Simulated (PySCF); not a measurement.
# F4Ir (IrF4): the cost of one run

Computed with PySCF 2.14.0 and routines of our own; the level stands in each step. Atoms count from 0.

## Step 1: The system as given

5 atoms, charge 0, states of the metal's open shell are computed; geometry from: model geometry, bond lengths from ionic radii.

## Step 2: Ligand-field states: state-averaged CASSCF

Job settings and geometry (Å):

```
{"job": {"kind": "lf", "basis": {"metal": "x2c-TZVPall", "ligand": "x2c-SVPall"}, "nevpt": true}, "charge": 0, "metal": "Ir", "open_shell": "d5"}
Ir     0.000000     0.000000     0.000000
F      1.042117     1.042117     1.042118
F     -1.042117    -1.042117     1.042118
F     -1.042117     1.042117    -1.042118
F      1.042117    -1.042117    -1.042118
```

With the program's defaults for keys left out, this is: state-averaged CASSCF of the metal d shell, SC-NEVPT2 on the averaged canonical orbitals, state-interaction spin-orbit coupling.

The run is started by

```sh
$ OMP_NUM_THREADS=1 python lf_run.py task.json out
```

One launch serves the whole session: the jobs run in the order shown.

Q: Estimate the wall time and peak memory of this first job on 1 thread of Arm Neoverse V2, shared host.

About 15 s, with a peak of 0.34 GiB.
